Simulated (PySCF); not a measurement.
**The bond of MgSb, level by level**

The task here is to estimate one member of a computed series from the others.

Program: PySCF 2.14.0. Level of theory: Mg def2-SVP, Sb def2-SVP with ECP28, scalar-relativistic core potentials. These are calculated values, not measurements.

The first run:

Settings of the job:

```json
{"atoms": "Mg, Sb", "charge": "0", "basis": "Mg def2-SVP, Sb def2-SVP with ECP28", "Hamiltonian": "scalar-relativistic core potentials", "basis functions": "44", "electrons treated": "35", "masses in u": "23.9850, 120.9038", "levels": "PBE0, PBE, r²SCAN, BLYP, r²SCAN0, MN15, LC-ωPBE, HF, MP2, SCS-MP2, CCSD, CCSD(T)", "grid": "80 radial by 434 angular points", "occupations": "held fixed by the projection of orbital angular momentum", "dissociation limit": "Mg + Sb, each in its ground configuration", "starting distance in angstrom": "2.720", "values of 2S to try": "1, 3"}
```

Launch:

```sh
> OMP_NUM_THREADS=1 python dia.py task.json out
```

Among the steps run: Set-up; The PBE0 curve of the state that the search chose; Excited determinants; PBE (GGA); r²SCAN (meta-GGA); BLYP; r²SCAN0 (hybrid meta-GGA); MN15; LC-ωPBE (range-separated hybrid); UHF (mean field); MP2 and coupled cluster.

One table of the session follows, with a row left open; its other results are not shown here.

| level | Re (Å) | ωe (cm⁻¹) | De (eV) |
| --- | --- | --- | --- |
| UHF | 2.910 | 179.3 | 0.109 |
| UHF-MP2 | 2.885 | 204.1 | 0.255 |
| UHF-SCS-MP2 | 2.912 | 191.5 | 0.155 |
| UHF-CCSD | 2.969 | 153.8 | 0.129 |
| UHF-CCSD(T) | 2.957 | 164.3 | 0.185 |
| PBE | ? | ? | ? |
| BLYP | 2.935 | 183.4 | 0.53 |
| r²SCAN | 2.865 | 213.5 | 0.77 |
| PBE0 | 2.873 | 204.4 | 0.62 |
| r²SCAN0 | 2.857 | 213.9 | 0.71 |
| MN15 | 2.904 | 180.6 | 0.452 |
| LC-ωPBE | 2.811 | 227.7 | 0.57 |

Estimate the missing values for PBE.

As computed: Re (Å): 2.899; ωe (cm⁻¹): 197.1; De (eV): 0.67. In the column «Re (Å)» it lies between UHF-MP2 (2.885) and MN15 (2.904).

De is counted to Mg + Sb in their ground configurations.
